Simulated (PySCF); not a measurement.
# C4H11AlO (AlEt2(OH)): the cost of one run

Computed with PySCF 2.14.0, with density-fitted response routines of our own, on a single molecule in the gas phase. Atoms are numbered from 0 throughout.

## (1) The molecule as given

17 atoms, charge 0, multiplicity 1; geometry from: GFN2-xTB. The atoms were then displaced at random by about 0.03 Å, so the start is not that level's minimum.

Bonds of the start (Å): Al0–C1 1.94, Al0–C8 2.13, Al0–O15 1.58, C1–C2 1.52, C1–H3 1.14, C1–H4 1.11, C2–H5 1.14, C2–H6 1.07, C2–H7 1.06, C8–C9 1.55, C8–H10 1.08, C8–H11 1.05, C9–H12 1.16, C9–H13 1.09, C9–H14 1.10, O15–H16 0.95.

## (2) Relaxing the molecule at PBE0-D3(BJ)/def2-SVP

Job settings and geometry (Å):

```
{"job": {"xc": "PBE0", "basis": "def2-SVP", "d3": "d3bj", "grid": 1, "maxiter": 40, "shake": 0.03, "kind": "geom"}, "charge": 0, "multiplicity": 1}
Al    -0.081110    -0.304120     0.402000
C      1.857080    -0.299780     0.312090
C      2.361490    -1.539250    -0.416450
H      2.382110    -0.258160     1.327180
H      2.264800     0.591840    -0.198730
H      3.498010    -1.568170    -0.328640
H      2.040970    -2.442880     0.057990
H      2.193170    -1.512490    -1.459410
C     -1.150850     1.537850     0.360880
C     -2.477390     1.416820    -0.437070
H     -0.550550     2.297850    -0.117010
H     -1.348060     1.877010     1.339680
H     -3.118810     2.386360    -0.435630
H     -2.337980     1.211250    -1.496820
H     -3.102770     0.593440    -0.061030
O     -0.990330    -1.586510     0.569400
H     -1.468300    -2.401670     0.641810
```

Launch:

```
$ OMP_NUM_THREADS=1 python probes_run.py task.json out
```

This one command runs all jobs of the session in turn.

Q: Estimate the wall time and peak memory of this first job on 1 thread of Intel Xeon at 2.50GHz, shared host.

About 8.9 min, with a peak of 0.63 GiB.
